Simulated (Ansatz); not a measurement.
# CHNZn: vertical ionisation energy

How much energy removes an electron from CHNZn at fixed geometry? The cation is run at each level and the neutral's energy taken from earlier runs.

Program: Ansatz 0.2.0, Gaussian basis. Level of theory: unrestricted cation, the program's frozen cores in correlated methods. These are calculated values, not measurements.

The runs, in order: UKS PBE-D4/def2-TZVPP; UKS r2SCAN-D4/def2-TZVPP; UKS PBE0-D4/def2-TZVPP; UKS B3LYP-D4/def2-TZVPP; UKS wB97X-V/def2-TZVPP; UKS wB97M-V/def2-TZVPP; UKS B2PLYP (frozen core with 3s3p of Cu, Zn)/def2-TZVPP; UHF-CCSD(T) with 3s3p of Cu, Zn/def2-TZVPP; UHF-MP2 with 3s3p of Cu, Zn/def2-QZVPP; extrapolation to the limit; then −ε(HOMO) from the neutral's earlier runs with LDA (SPW92), PBE-D4, revPBE-D4, BLYP-D4, r2SCAN-D4, B97M-V, PBE0-D4, B3LYP-D4, r2SCANh-D4, r2SCAN0-D4, HSE06-D4, BHLYP-D4, CAM-B3LYP-D4, LC-ωPBE, ωB97X-V, ωB97M-V.

**1. Structure used throughout**

An earlier PBE0-D4 in a triple-zeta def2 set relaxation fixed the geometry.

4 atoms, charge 0, spin multiplicity 1.

Atoms are counted from 1 here; the program's logs count them from 0.

Bond lengths: C1–N2 1.146 Å, C1–H4 1.069 Å. Angles: N2–C1–H4 179.8°.

Geometry (Å):

```xyz
4

C    -0.47261    0.73816   -0.34937
N    -1.48414    0.21028   -0.45462
Zn    1.54316   -2.24268    1.03635
H     0.46909    1.23394   -0.25266
```

**2. Cation, UKS PBE-D4/def2-TZVPP**

in.yaml reads:

```yaml
crystal:
  periodic: [false, false, false]
  atoms:
    - {symbol: C, position_ang: [-0.472614, 0.738165, -0.349374]}
    - {symbol: N, position_ang: [-1.484139, 0.210277, -0.454619]}
    - {symbol: Zn, position_ang: [1.543163, -2.242677, 1.036350]}
    - {symbol: H, position_ang: [0.469089, 1.233937, -0.252657]}
basis:
  gaussian: {orbitals: def2-TZVPP}
total_charge: 1
magnetization: {spin_polarized: true, initial_magnetization: 1}
hamiltonian: {xc: pbe, dispersion: d4}
```

The run is started by

```console
$ ansatz run in.yaml --threads 2 --pin off --events-out ev --progress --plain --max-ram 4352MiB
```

Standard output:

```text
Functional definition: PBE
  name "PBE"
  cite "Perdew, Burke & Ernzerhof, Phys. Rev. Lett. 77, 3865 (1996) doi:10.1103/PhysRevLett.77.3865"
  parent pbe
  parameter kappa = 0.804
  parameter beta = 0.06672455060314922
  exchange = pbe_x(kappa = kappa, mu = beta*pi^2/3)
  correlation = pbe_c(beta = beta)
893 factors; their error is unknown
mean field evaluation 1: about -50603.8295 eV, gradient 2.3e2 eV
mean field evaluation 2: about -49563.1720 eV, gradient 5.4e2 eV
mean field evaluation 4: about -50909.8142 eV, gradient 1.3e2 eV
mean field evaluation 8: about -50942.2484 eV, gradient 2.5e1 eV
mean field evaluation 16: about -50943.3782 eV, gradient 7.9e-3 eV
mean field evaluation 32: about -50938.1248 eV, gradient 1.7e1 eV
mean field evaluation 64: about -50941.6694 eV, gradient 1.1e1 eV
mean field -50943.37816199 eV, -1872.1346167913 hartree, gradient 2.1e-5 eV, S^2 0.750864; 6 other end points of the search recorded, 0 dependent functions left out
reference -50943.37820836 eV, -1872.1346184952 hartree; 22, 21 occupied and 118, 119 virtual orbitals, 893 factors
Total energy: -50943.41956057 eV, -1872.1361381610 hartree
```

Run time: 6 s. Hardware: 2 threads of Arm Neoverse V2, shared host.

The neutral molecule at this level: -50952.7565 eV. Difference: 9.337 eV. ⟨S²⟩ = 0.751.

**3. Cation, UKS r2SCAN-D4/def2-TZVPP**

Edit in.yaml of step 2 so:

```diff
@@ -11,2 +11,2 @@
 magnetization: {spin_polarized: true, initial_magnetization: 1}
-hamiltonian: {xc: pbe, dispersion: d4}
+hamiltonian: {xc: r2scan, dispersion: d4}
```

Same command.

Standard output, shortened:

```text
Functional definition: r2SCAN
  name "r2SCAN"
  cite "Furness, Kaplan, Ning, Perdew & Sun, J. Phys. Chem. Lett. 11, 8208 (2020) doi:10.1021/acs.jpclett.0c02405"
  cite "Furness, Kaplan, Ning, Perdew & Sun, J. Phys. Chem. Lett. 11, 9248 (2020) doi:10.1021/acs.jpclett.0c03077"
  parent r2scan
[...]
893 factors; their error is unknown
[...]
mean field -50951.72509233 eV, -1872.4413608233 hartree, gradient 7.9e-5 eV, S^2 0.751905; 4 other end points of the search recorded, 0 dependent functions left out
reference -50951.72511035 eV, -1872.4413614856 hartree; 22, 21 occupied and 118, 119 virtual orbitals, 893 factors
Total energy: -50951.73720361 eV, -1872.4418059046 hartree
```

Wall time 13 s (2 threads of Arm Neoverse V2, shared host); peak memory 0.27 GiB.

The neutral molecule at this level: -50960.9233 eV. Difference: 9.186 eV. ⟨S²⟩ = 0.752.

**4. Cation, UKS PBE0-D4/def2-TZVPP**

Edit in.yaml of step 3 so:

```diff
@@ -11,2 +11,2 @@
 magnetization: {spin_polarized: true, initial_magnetization: 1}
-hamiltonian: {xc: r2scan, dispersion: d4}
+hamiltonian: {xc: pbe0, dispersion: d4}
```

The command is unchanged.

Standard output:

```text
Functional definition: PBE0
  name "PBE0"
  cite "Adamo & Barone, J. Chem. Phys. 110, 6158 (1999) doi:10.1063/1.478522"
  cite "Perdew, Burke & Ernzerhof, Phys. Rev. Lett. 77, 3865 (1996) doi:10.1103/PhysRevLett.77.3865"
  parent pbe
  parameter a = 0.25
  parameter kappa = 0.804
  parameter beta = 0.06672455060314922
  exchange = (1 - a)*pbe_x(kappa = kappa, mu = beta*pi^2/3) + a*exact_x
  correlation = pbe_c(beta = beta)
978 factors; their error is unknown
mean field evaluation 1: about -50909.9495 eV, gradient 6.8e1 eV
mean field evaluation 2: about -50493.9308 eV, gradient 1.4e2 eV
mean field evaluation 4: about -50937.9592 eV, gradient 3.4e1 eV
mean field evaluation 8: about -50943.8004 eV, gradient 3.4e0 eV
mean field evaluation 16: about -50943.9613 eV, gradient 2.0e-2 eV
mean field -50943.96130459 eV, -1872.1560468865 hartree, gradient 4.5e-5 eV, S^2 0.750870; 0 other end points of the search recorded, 0 dependent functions left out
reference -50943.96134030 eV, -1872.1560481989 hartree; 22, 21 occupied and 118, 119 virtual orbitals, 978 factors
Total energy: -50943.99846342 eV, -1872.1574124484 hartree
```

Run time: 3 s. Hardware: 2 threads of Arm Neoverse V2, shared host; peak memory 0.29 GiB.

The neutral molecule at this level: -50953.0978 eV. Difference: 9.099 eV. ⟨S²⟩ = 0.751.

**5. Cation, UKS B3LYP-D4/def2-TZVPP**

Edit in.yaml of step 4 so:

```diff
@@ -11,2 +11,2 @@
 magnetization: {spin_polarized: true, initial_magnetization: 1}
-hamiltonian: {xc: pbe0, dispersion: d4}
+hamiltonian: {xc: {name: B3LYP}, dispersion: d4}
```

Launched as before.

Standard output, shortened:

```text
Functional definition: B3LYP
  name "B3LYP"
  cite "Stephens, Devlin, Chabalowski & Frisch, J. Phys. Chem. 98, 11623 (1994) doi:10.1021/j100096a001"
  cite "Becke, Phys. Rev. A 38, 3098 (1988) doi:10.1103/PhysRevA.38.3098"
  cite "Lee, Yang & Parr, Phys. Rev. B 37, 785 (1988) doi:10.1103/PhysRevB.37.785"
  cite "Vosko, Wilk & Nusair, Can. J. Phys. 58, 1200 (1980) doi:10.1139/p80-159"
[...]
958 factors; their error is unknown
[...]
mean field -50955.27307451 eV, -1872.5717467636 hartree, gradient 3.8e-5 eV, S^2 0.750626; 2 other end points of the search recorded, 0 dependent functions left out
reference -50955.27331616 eV, -1872.5717556442 hartree; 22, 21 occupied and 118, 119 virtual orbitals, 958 factors
Total energy: -50955.33869027 eV, -1872.5741580984 hartree
```

Run time: 3.5 s. Hardware: 2 threads of Arm Neoverse V2, shared host; peak memory 0.29 GiB.

Less the neutral's -50964.7453 eV (earlier run), this gives 9.407 eV. ⟨S²⟩ = 0.751.

**6. Cation, UKS wB97X-V/def2-TZVPP**

Edit in.yaml of step 5 so:

```diff
@@ -11,2 +11,2 @@
 magnetization: {spin_polarized: true, initial_magnetization: 1}
-hamiltonian: {xc: {name: B3LYP}, dispersion: d4}
+hamiltonian: {xc: {name: wB97X-V}}
```

Same command.

Standard output, shortened:

```text
Functional definition: wB97X-V
  name "wB97X-V"
  cite "Mardirossian & Head-Gordon, Phys. Chem. Chem. Phys. 16, 9904 (2014) doi:10.1039/C3CP54374A"
  cite "Becke, J. Chem. Phys. 107, 8554 (1997) doi:10.1063/1.475007"
  cite "Vydrov & Van Voorhis, J. Chem. Phys. 133, 244103 (2010) doi:10.1063/1.3521275"
[...]
      + integral(e_c_pw_opposite_spin*poly(b97_u_opposite, cos0, cos1)) + vv10(b, c)
930 factors; their error is unknown
158 factors; integrals over basis functions are off by at most 4.0e-5 eV
[...]
mean field -50948.31245609 eV, -1872.3159487549 hartree, gradient 4.4e-5 eV, S^2 0.750343; 0 other end points of the search recorded, 0 dependent functions left out
reference -50948.31245656 eV, -1872.3159487720 hartree; 22, 21 occupied and 118, 119 virtual orbitals, 930 factors
Total energy: -50948.31245656 eV, -1872.3159487720 hartree
```

It took 7 s on 2 threads of Arm Neoverse V2, shared host; peak memory 0.39 GiB.

Less the neutral's -50957.3878 eV (earlier run), this gives 9.075 eV. ⟨S²⟩ = 0.750.

**7. Cation, UKS wB97M-V/def2-TZVPP**

Edit in.yaml of step 6 so:

```diff
@@ -11,2 +11,2 @@
 magnetization: {spin_polarized: true, initial_magnetization: 1}
-hamiltonian: {xc: {name: wB97X-V}}
+hamiltonian: {xc: {name: wB97M-V}}
```

Same command.

Standard output, shortened:

```text
Functional definition: wB97M-V
  name "wB97M-V"
  cite "Mardirossian & Head-Gordon, J. Chem. Phys. 144, 214110 (2016) doi:10.1063/1.4952647"
  cite "Becke, J. Chem. Phys. 107, 8554 (1997) doi:10.1063/1.475007"
  cite "Vydrov & Van Voorhis, J. Chem. Phys. 133, 244103 (2010) doi:10.1063/1.3521275"
  # Of w^i u^j: cxij and so on, Table III.
[...]
  gx(w, u) = 1 - cx + cx01*u + cx10*w
  gss(w, u) = css00 + css04*u^4 + css10*w + css20*w^2 + css43*w^4*u^3
  gos(w, u) = cos00 + cos10*w + (cos20 + cos21*u)*w^2 + (cos60 + cos61*u)*w^6
[...]
      + integral(e_c_pw_mod_opposite_spin*gos(b97_w_opposite, b97_u_opposite)) + vv10(b, c)
930 factors; their error is unknown
158 factors; integrals over basis functions are off by at most 4.0e-5 eV
[...]
mean field -50950.35042381 eV, -1872.3908426870 hartree, gradient 7.3e-5 eV, S^2 0.750332; 0 other end points of the search recorded, 0 dependent functions left out
reference -50950.35047221 eV, -1872.3908444659 hartree; 22, 21 occupied and 118, 119 virtual orbitals, 930 factors
Total energy: -50950.35047221 eV, -1872.3908444659 hartree
```

Run time: 8.5 s. Hardware: 2 threads of Arm Neoverse V2, shared host; peak memory 0.42 GiB.

Less the neutral's -50959.6033 eV (earlier run), this gives 9.253 eV. ⟨S²⟩ = 0.750.

**8. Cation, UKS B2PLYP (frozen core with 3s3p of Cu, Zn)/def2-TZVPP**

Edit in.yaml of step 7 so:

```diff
@@ -11,2 +11,3 @@
 magnetization: {spin_polarized: true, initial_magnetization: 1}
-hamiltonian: {xc: {name: wB97M-V}}
+hamiltonian: {xc: {name: B2PLYP}}
+correlation: {frozen_orbitals: {C: 1, H: 0, "N": 1, Zn: 9}}
```

Launched as before.

Standard output, shortened:

```text
Functional definition: B2PLYP
  name "B2PLYP"
  cite "Grimme, J. Chem. Phys. 124, 034108 (2006) doi:10.1063/1.2148954"
  cite "Becke, Phys. Rev. A 38, 3098 (1988) doi:10.1103/PhysRevA.38.3098"
  cite "Lee, Yang & Parr, Phys. Rev. B 37, 785 (1988) doi:10.1103/PhysRevB.37.785"
[...]
915 factors; integrals over basis functions are off by at most 1.1e-3 eV
[...]
mean field -50937.55035811 eV, -1871.9204489488 hartree, gradient 4.3e-6 eV, S^2 0.750577; 1 other end points of the search recorded, 0 dependent functions left out
11 core orbitals not correlated: weight in the atoms' cores, before any rotation towards them, 1.000 or more for the frozen orbitals, at most 0.000 for the correlated occupied ones
reference -50937.55050943 eV, -1871.9204545096 hartree; 11, 10 occupied and 118, 119 virtual orbitals, 915 factors
second order -25.54587608 eV of doubles, -0.00000000 eV of singles
Total energy: -50944.44789597 eV, -1872.1739287898 hartree
```

It took 7.5 s on 2 threads of Arm Neoverse V2, shared host; peak memory 0.45 GiB.

The neutral molecule at this level: -50953.5959 eV. Difference: 9.148 eV. ⟨S²⟩ = 0.751.

**9. Cation, UHF-CCSD(T) with 3s3p of Cu, Zn/def2-TZVPP**

Edit in.yaml of step 8 so:

```diff
@@ -11,3 +11,3 @@
 magnetization: {spin_polarized: true, initial_magnetization: 1}
-hamiltonian: {xc: {name: B2PLYP}}
-correlation: {frozen_orbitals: {C: 1, H: 0, "N": 1, Zn: 9}}
+correlation: {method: ccsd_t, frozen_orbitals: {C: 1, H: 0, "N": 1, Zn: 9}}
+scf: {omitted_lower_state_checks: [cluster_reference]}
```

Launched as before.

Standard output, shortened:

```text
Functional definition: HF
  name "HF"
  cite "Fock, Z. Phys. 61, 126 (1930) doi:10.1007/BF01340294"
  parent pbe
[...]
915 factors; integrals over basis functions are off by at most 1.1e-3 eV
[...]
mean field -50897.20185582 eV, -1870.4376688391 hartree, gradient 1.1e-6 eV, S^2 0.751041; 2 other end points of the search recorded, 0 dependent functions left out
11 core orbitals not correlated: weight in the atoms' cores, before any rotation towards them, 1.000 or more for the frozen orbitals, at most 0.000 for the correlated occupied ones
reference -50897.20185582 eV, -1870.4376688391 hartree; 11, 10 occupied and 118, 119 virtual orbitals, 915 factors
second order -21.44972711 eV of doubles, -0.00000000 eV of singles
cycle   1  -19.71296582 eV  change     1.7e0 eV  update   1.1e-1
[...]
cycle  10  -20.43492677 eV  change    4.3e-6 eV  update   1.8e-5
perturbative correction -0.74800085 eV, -0.0274885241 hartree
Total energy: -50918.38478344 eV, -1871.2161270707 hartree
Checks for a lower state left out: cluster_reference
```

It took 19 s on 2 threads of Arm Neoverse V2, shared host; peak memory 1.2 GiB.

Less the neutral's -50927.4066 eV (earlier run), this gives 9.022 eV. ⟨S²⟩ = 0.751. T1 = 0.012 (report).

**10. Cation, UHF-MP2 with 3s3p of Cu, Zn/def2-QZVPP**

Edit in.yaml of step 9 so:

```diff
@@ -8,6 +8,6 @@
 basis:
-  gaussian: {orbitals: def2-TZVPP}
+  gaussian: {orbitals: "def2-QZVPP.json"}
 total_charge: 1
 magnetization: {spin_polarized: true, initial_magnetization: 1}
-correlation: {method: ccsd_t, frozen_orbitals: {C: 1, H: 0, "N": 1, Zn: 9}}
+correlation: {method: mp2, frozen_orbitals: {C: 1, H: 0, "N": 1, Zn: 9}}
 scf: {omitted_lower_state_checks: [cluster_reference]}
```

Same command.

Standard output, shortened:

```text
Functional definition: HF
  name "HF"
  cite "Fock, Z. Phys. 61, 126 (1930) doi:10.1007/BF01340294"
  parent pbe
[...]
1578 factors; integrals over basis functions are off by at most 8.8e-4 eV
[...]
mean field -50898.41301565 eV, -1870.4821781416 hartree, gradient 3.3e-6 eV, S^2 0.751045; 2 other end points of the search recorded, 0 dependent functions left out
11 core orbitals not correlated: weight in the atoms' cores, before any rotation towards them, 1.000 or more for the frozen orbitals, at most 0.000 for the correlated occupied ones
reference -50898.41301565 eV, -1870.4821781416 hartree; 11, 10 occupied and 222, 223 virtual orbitals, 1578 factors
second order -22.87372052 eV of doubles, -0.00000000 eV of singles
Total energy: -50921.28673617 eV, -1871.3227718663 hartree
Checks for a lower state left out: cluster_reference
```

Run time: 12 s. Hardware: 2 threads of Arm Neoverse V2, shared host; peak memory 0.68 GiB.

Less the neutral's -50930.3017 eV (earlier run), this gives 9.015 eV. ⟨S²⟩ = 0.751.

**11. Extrapolating to the complete basis**

No new run: Hartree-Fock is extrapolated as exp(−7.88√X) and correlation as X^−2.97, with X = 3 and 4; only MP2 was run in the larger set, so CCSD(T) minus MP2 is added from the smaller one.

```csv
level,energy at the limit (eV)
HF,-50898.5798
MP2,-50922.5084
CCSD,-50921.4936
CCSD(T),-50922.2416
```

The neutral's limit, from its own earlier runs, is -50931.5594 eV in the additive form (MP2 limit plus CCSD(T) minus MP2 in triple zeta), in which the cation has -50922.2416 eV.

**12. Ionisation energies side by side**

```csv
method,ionisation energy (eV),from CCSD(T)/CBS (eV),time
PBE-D4,9.34,+0.02,7.2 s
r2SCAN-D4,9.19,-0.13,15 s
PBE0-D4,9.10,-0.22,4.2 s
B3LYP-D4,9.41,+0.09,5.1 s
ωB97X-V,9.08,-0.24,11 s
ωB97M-V,9.25,-0.07,13 s
B2PLYP,9.15,-0.17,9.7 s
HF/def2-TZVPP,7.64,-1.68,
MP2/def2-TZVPP,8.85,-0.47,
CCSD/def2-TZVPP,8.92,-0.40,
CCSD(T)/def2-TZVPP,9.02,-0.30,25 s
CCSD(T)/CBS,9.32,0,42 s
```

Among the levels timed on like hardware and quicker than the yardstick, those that no quicker one beats, quickest first: PBE0-D4 (4.2 s, -0.22 eV); B3LYP-D4 (5.1 s, +0.09 eV); PBE-D4 (7.2 s, +0.02 eV).

Times add the cation's run and the neutral's; HF, MP2 and CCSD come out of the CCSD(T) runs.

For comparison, −ε(HOMO) of the neutral from earlier runs:

```csv
functional,−ε(HOMO) (eV),by energy difference (eV)
LDA (SPW92),6.15,
PBE-D4,5.90,9.34
revPBE-D4,5.81,
BLYP-D4,5.86,
r2SCAN-D4,6.13,9.19
B97M-V,5.83,
PBE0-D4,6.62,9.10
B3LYP-D4,6.59,9.41
r2SCANh-D4,6.41,
r2SCAN0-D4,6.81,
HSE06-D4,6.21,
BHLYP-D4,7.31,
CAM-B3LYP-D4,7.92,
LC-ωPBE,8.99,
ωB97X-V,8.70,9.08
ωB97M-V,8.70,9.25
```

**13. Outcome**

| quantity | value |
| --- | --- |
| ionisation energy, CCSD(T)/CBS | 9.32 eV |
| nearest functional by difference | PBE-D4 (+0.02 eV) |
| nearest −ε(HOMO) | LC-ωPBE (-0.33 eV) |
| −ε(HOMO) of PBE | 5.90 eV |
| T1 of the cation | 0.012 |

**Reading.** Energy differences with functionals land within 0.24 eV of the reference. −ε(HOMO) of PBE misses by 3.4 eV, since self-interaction lifts the level. Among orbital estimates LC-ωPBE comes nearest. Hartree-Fock falls 1.68 eV short, as the neutral has more correlation energy than the cation. The cation may have settled in a state other than its lowest; no search over hole states beyond the program's own was made. For Zn the d shell is correlated and the shells below it are frozen.

PBE-D4 reaches 0.02 eV from the reference in 7.2 s, where CCSD(T)/CBS took 42 s; the quickest level in the cost chart, PBE0-D4, takes 4.2 s and misses by 0.22 eV.
